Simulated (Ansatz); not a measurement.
# Alloy of Si and Ge (42 of 64 Si sites exchanged), 64 atoms

How does this alloy cell relax, and what gap do PBEsol, PBE, r²SCAN, HSE06 and HSE06 with spin–orbit coupling give?

Method: density functional theory in Ansatz 0.2.0, PAW datasets, plane waves.

**1. The starting cell**

64 atoms (42 Ge, 22 Si); a = 11.186 Å, b = 11.186 Å, c = 11.186 Å, α = 90.00°, β = 90.00°, γ = 90.00°. All atoms were shaken off their sites by about 0.02 Å along each axis.

The runs, in order: (2) PBEsol cell relaxation at the single k point (¼, ¼, ¼), on 1 × NVIDIA GB300 Max-Q with 8 threads of Arm Neoverse-V2; (3) PBE single point at the Γ point alone, on 1 × NVIDIA GB300 Max-Q with 8 threads of Arm Neoverse-V2; (4) r²SCAN single point at the Γ point alone, on 1 × NVIDIA GB300 Max-Q with 8 threads of Arm Neoverse-V2; (5) HSE06 single point at the Γ point alone, on 1 × NVIDIA GB300 Max-Q with 8 threads of Arm Neoverse-V2; (6) HSE06 with spin–orbit coupling single point at the Γ point alone, on 1 × NVIDIA GB300 Max-Q with 8 threads of Arm Neoverse-V2.

**2. PBEsol relaxation of the cell and the positions**

in.yaml reads:

```yaml
crystal:
  lattice:
    - [11.186078, 0.000000, 0.000000]
    - [0.000000, 11.186078, 0.000000]
    - [0.000000, 0.000000, 11.186078]
  atoms:
    - { symbol: Ge, position: [0.001655, 0.999394, 0.998971] }
    - { symbol: Ge, position: [0.997992, 0.499522, 0.998580] }
    - { symbol: Ge, position: [0.000397, 0.501059, 0.499361] }
    - { symbol: Ge, position: [0.498186, 0.998563, 0.998922] }
    - { symbol: Ge, position: [0.501673, 0.998868, 0.498440] }
    - { symbol: Ge, position: [0.501855, 0.498667, 0.001449] }
    - { symbol: Ge, position: [0.127889, 0.127817, 0.124551] }
    - { symbol: Ge, position: [0.123464, 0.129743, 0.624924] }
    - { symbol: Ge, position: [0.120963, 0.624872, 0.123578] }
    - { symbol: Ge, position: [0.623996, 0.125580, 0.123231] }
    - { symbol: Ge, position: [0.623228, 0.625511, 0.621888] }
    - { symbol: Ge, position: [0.251397, 0.249042, 0.999363] }
    - { symbol: Ge, position: [0.248265, 0.249348, 0.498690] }
    - { symbol: Ge, position: [0.247033, 0.751011, 0.002476] }
    - { symbol: Ge, position: [0.750149, 0.252614, 0.499317] }
    - { symbol: Ge, position: [0.749476, 0.751892, 0.502430] }
    - { symbol: Ge, position: [0.375258, 0.371403, 0.127611] }
    - { symbol: Ge, position: [0.373854, 0.374394, 0.623468] }
    - { symbol: Ge, position: [0.377280, 0.877310, 0.127279] }
    - { symbol: Ge, position: [0.378043, 0.875426, 0.628228] }
    - { symbol: Ge, position: [0.877266, 0.376138, 0.124311] }
    - { symbol: Ge, position: [0.877554, 0.374113, 0.622813] }
    - { symbol: Ge, position: [0.248253, 0.000467, 0.248859] }
    - { symbol: Ge, position: [0.247344, 0.998874, 0.749167] }
    - { symbol: Ge, position: [0.252117, 0.499841, 0.247764] }
    - { symbol: Ge, position: [0.250336, 0.500200, 0.750080] }
    - { symbol: Ge, position: [0.748247, 0.998504, 0.250680] }
    - { symbol: Ge, position: [0.749570, 0.000864, 0.747770] }
    - { symbol: Ge, position: [0.749503, 0.498775, 0.749512] }
    - { symbol: Ge, position: [0.375659, 0.625127, 0.876594] }
    - { symbol: Ge, position: [0.876066, 0.123158, 0.372732] }
    - { symbol: Ge, position: [0.872670, 0.124889, 0.873743] }
    - { symbol: Ge, position: [0.875946, 0.623840, 0.373886] }
    - { symbol: Ge, position: [0.000144, 0.746640, 0.250951] }
    - { symbol: Ge, position: [0.500893, 0.252813, 0.249343] }
    - { symbol: Ge, position: [0.500272, 0.251237, 0.746934] }
    - { symbol: Ge, position: [0.503001, 0.750845, 0.249750] }
    - { symbol: Ge, position: [0.499359, 0.746710, 0.750257] }
    - { symbol: Ge, position: [0.124856, 0.876108, 0.374925] }
    - { symbol: Ge, position: [0.624869, 0.376156, 0.374826] }
    - { symbol: Ge, position: [0.624819, 0.872955, 0.374383] }
    - { symbol: Ge, position: [0.625787, 0.874978, 0.875007] }
    - { symbol: Si, position: [0.997844, 0.000523, 0.498091] }
    - { symbol: Si, position: [0.501055, 0.502478, 0.499692] }
    - { symbol: Si, position: [0.123109, 0.626557, 0.625524] }
    - { symbol: Si, position: [0.626872, 0.123552, 0.623577] }
    - { symbol: Si, position: [0.623874, 0.624506, 0.126631] }
    - { symbol: Si, position: [0.251159, 0.749541, 0.497563] }
    - { symbol: Si, position: [0.748046, 0.246273, 0.000762] }
    - { symbol: Si, position: [0.750683, 0.751051, 0.998746] }
    - { symbol: Si, position: [0.875436, 0.874470, 0.122896] }
    - { symbol: Si, position: [0.874406, 0.878152, 0.625264] }
    - { symbol: Si, position: [0.749239, 0.498643, 0.249120] }
    - { symbol: Si, position: [0.377557, 0.124281, 0.373930] }
    - { symbol: Si, position: [0.373088, 0.124219, 0.873341] }
    - { symbol: Si, position: [0.377134, 0.627498, 0.375766] }
    - { symbol: Si, position: [0.872085, 0.628005, 0.874551] }
    - { symbol: Si, position: [0.000555, 0.252115, 0.250782] }
    - { symbol: Si, position: [0.993569, 0.251170, 0.750878] }
    - { symbol: Si, position: [0.999024, 0.749817, 0.750110] }
    - { symbol: Si, position: [0.123618, 0.372824, 0.375311] }
    - { symbol: Si, position: [0.121323, 0.376521, 0.877227] }
    - { symbol: Si, position: [0.124621, 0.876066, 0.876285] }
    - { symbol: Si, position: [0.629487, 0.372520, 0.873275] }
  symmetry: { detect: false }
kpoints:
  mp_grid: { grid: [1, 1, 1], shift: [0.25, 0.25, 0.25] }
hamiltonian:
  xc: pbesol
scf:
  occupations: { method: fermi_dirac, width: 0.01 }
relax:
  f_tol: 0.03
  max_steps: 80
  escape_saddle: false
  adjacent_minimum: "off"
  cell: { fix: [shape] }
output:
  forces: true
  eigenvalues: true
  populations: true
```

The run is started by

```
$ ansatz run in.yaml --threads 8 --pin off --max-ram 118750MiB --runs-dir r --events-out ev --progress --plain --backend cuda --devices 0,
```

Further steps of the session: PBE single point; Single point with r²SCAN; HSE06 on the same atoms; HSE06 with spin–orbit coupling single point.

**Question.** What will these runs give? Wanted: for each run, top filled to lowest empty.

As calculated:

| level | time | k points | top filled to lowest empty (eV) |
| --- | --- | --- | --- |
| PBEsol, relaxation | 6.4 s (GPU) | (¼, ¼, ¼) | 0.95 |
| PBE | 3 s (GPU) | Γ | 0.46 |
| r²SCAN | 5.3 s (GPU) | Γ | 0.72 |
| HSE06 | 33 s (GPU) | Γ | 1.14 |
| HSE06 with spin–orbit coupling | 5.7 min (GPU) | Γ | 1.07 |

```
     quantity                                                                         value
   relaxation                                              4 recorded steps, 0.84 eV gained
largest shift                                                                 0.10 Å (Ge20)
 relaxed cell  a = 11.163 Å, b = 11.163 Å, c = 11.163 Å, α = 90.00°, β = 90.00°, γ = 90.00°
   mean bonds                                       Ge–Ge 2.446, Ge–Si 2.403, Si–Si 2.367 Å
```

**Reading.** Relaxation gains 0.84 eV, with shifts up to 0.10 Å (Ge20), while the volume changes by -0.6 %. The mean lengths of the listed bonds run from Si–Si 2.37 Å to Ge–Ge 2.45 Å. At the same k points, PBE gives a spacing 0.69 eV smaller and r²SCAN gives a spacing 0.42 eV smaller than the 1.14 eV of HSE06. The relaxation ran on other k points, so part of any difference from the later rows can come from the mesh. Spin–orbit coupling changes the HSE06 spacing by -0.08 eV. The price of HSE06 is about 11 times the time of PBE here. With one k point the spacing samples only the states that fold onto it, so it can exceed the gap over the zone.
